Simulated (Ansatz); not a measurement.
# La: response to strain

La is deformed so: equal xx and yy strain of +2 %. What stress and forces result, by LAPW, PAW and all-electron datasets made for the crystal?

Computed with Ansatz 0.2.0 (DFT LDA, scalar-relativistic, unless a step's input says otherwise).

2 further runs of the same task are left out: 2 set aside as unsound or not needed.

**1. The system as given**

Symmetry: P6_3/mmc, No. 194, hexagonal system. The conventional cell has a = 3.750 Å, b = 3.750 Å, c = 6.070 Å, α = 90.00°, β = 90.00°, γ = 120.00°. La (site symmetry -6m2) has 12 La at 3.73 to 3.75 Å as nearest neighbours.

Coordinates:

```
La
1.0
     3.75000    0.00000    0.00000
    -1.87500    3.24760    0.00000
     0.00000    0.00000    6.07000
La
2
Direct
  0.33333 0.66667 0.25000
  0.66667 0.33333 0.75000
```

Atoms are numbered in the order of the input: La1, La2.

**2. The deformed structure**

Space group P6_3/mmc before, P6_3/mmc after.

**3. LAPW, all electrons**

The input, input.yaml:

```yaml
crystal:
  lattice:
    - [3.8250020917, 0.0, 0.0]
    - [-1.9125010458, 3.3125489809, 0.0]
    - [0.0, 0.0, 6.07]
  atoms:
    - { symbol: La, position: [0.3333333333, 0.6666666667, 0.25] }
    - { symbol: La, position: [0.6666666667, 0.3333333333, 0.75] }
kpoints:
  mp_grid: { grid: [11, 11, 6] }
  band_path:
    path:
      - [0.0, 0.0, 0.0]
      - [0.5, 0.0, 0.0]
      - [0.3333333333, 0.3333333333, 0.0]
      - [0.0, 0.0, 0.0]
      - [0.0, 0.0, 0.5]
      - [0.5, 0.0, 0.5]
      - [0.3333333333, 0.3333333333, 0.5]
      - [0.0, 0.0, 0.5]
      - [0.5, 0.0, 0.5]
    npoints: 5
scf:
  occupations: { method: fermi_dirac, width: 0.05 }
hamiltonian:
  xc: lda
  pseudopotentials: { kind: all_electron, lapw: { basis_error: 0.00025 } }
output:
  forces: true
  stress: true
  eigenvalues: true
```

Launch:

```sh
$ ansatz run input.yaml --threads 1 --pin off --max-ram 3072MiB --backend cpu --events-out ev --progress --plain --runs-dir out
```

**4. PAW with frozen cores**

The input, input.yaml:

```yaml
crystal:
  lattice:
    - [3.8250020917, 0.0, 0.0]
    - [-1.9125010458, 3.3125489809, 0.0]
    - [0.0, 0.0, 6.07]
  atoms:
    - { symbol: La, position: [0.3333333333, 0.6666666667, 0.25] }
    - { symbol: La, position: [0.6666666667, 0.3333333333, 0.75] }
kpoints:
  mp_grid: { grid: [11, 11, 6] }
scf:
  occupations: { method: fermi_dirac, width: 0.05 }
hamiltonian:
  xc: lda
  pseudopotentials: { kind: paw }
output:
  forces: true
  stress: true
  eigenvalues: true
  efg: { contact_densities: true }
  write_density: true
  write_potential: true
  elf: true
  volumetric_format: npy
```

**5. All-electron PAW on datasets made for the crystal**

Edit input.yaml of step 4 so:

```diff
@@ -14,3 +14,3 @@
   xc: lda
-  pseudopotentials: { kind: paw }
+  pseudopotentials: { kind: all_electron, datasets: crystal }
 output:
@@ -20,5 +20 @@
   efg: { contact_densities: true }
-  write_density: true
-  write_potential: true
-  elf: true
-  volumetric_format: npy
```

(Steps that only read results are left out.)

What does the calculation give? Wanted: pressure; largest shear or deviatoric stress.

As calculated:

| quantity | value |
| --- | --- |
| pressure | LAPW -3.75, PAW -3.78, crystal datasets -3.75 GPa |
| largest shear or deviatoric stress (LAPW) | 0.16 GPa |

In words: Against the undeformed cell the largest change of stress is -0.87 GPa, in the xx component (others tie with it), with the atoms carried along and not relaxed. PAW: stress within 0.04 GPa of LAPW. Crystal datasets: stress within 0.01 GPa of LAPW. Spin-orbit coupling is left out, though the cell holds La; in elements this heavy it can shift bands and gaps by tenths of an eV.
